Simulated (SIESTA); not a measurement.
## Hf2Pd2Se2Br2O3 in SIESTA: the effect of basis

Crystal: Hf2Pd2Se2Br2O3.

```
CELL_PARAMETERS angstrom
5.75899 0.00000 0.00000
-2.87949 4.98743 0.00000
0.00000 0.00000 8.52547
ATOMIC_POSITIONS crystal
Hf 0.33333 0.66667 0.54201
Hf 0.66667 0.33333 0.54201
Pd 0.33333 0.66667 0.12880
Pd 0.66667 0.33333 0.12880
Se 0.33333 0.66667 0.85572
Se 0.66667 0.33333 0.85572
Br 0.00000 0.00000 0.13895
Br 0.00000 0.00000 0.65384
O 0.50000 0.00000 0.42963
O 0.00000 0.50000 0.42963
O 0.50000 0.50000 0.42963
```

The cell was built by a generator and needn't be a form met in nature.

Alike in all runs:

```yaml
Program: SIESTA 5.4.2
Task: band structure
Functional: PBE
Potentials_or_basis: PseudoDojo 0.4 standard (PBE files)
Grid_cutoff: 800 Ry
Energy_shift: 0.003 Ry
k_mesh: 6 × 6 × 3
Occupations: fermi-dirac, width 0.05 eV
Spin: no spin polarisation
```

```csv
basis,pressure (GPa),largest force (eV/Å)
SZ,2.0,1.89
SZP,?,?
DZ,1.1,1.05
DZP,1.4,0.81
TZP,1.0,0.66
TZDP,1.4,0.66
```

Question: What does the run with basis SZP give?

Answer: Pressure 1.7 GPa; largest force 1.52 eV/Å.

Caveats: short orbitals over semicore shells can move pressures by several GPa; the basis of atomic orbitals isn't converged, which shifts pressures, moduli and gaps; forces of over 1 eV/Å show positions far from the minimum, so gaps and moduli don't describe the material at rest (some runs); the basis has no polarisation orbitals (some runs).
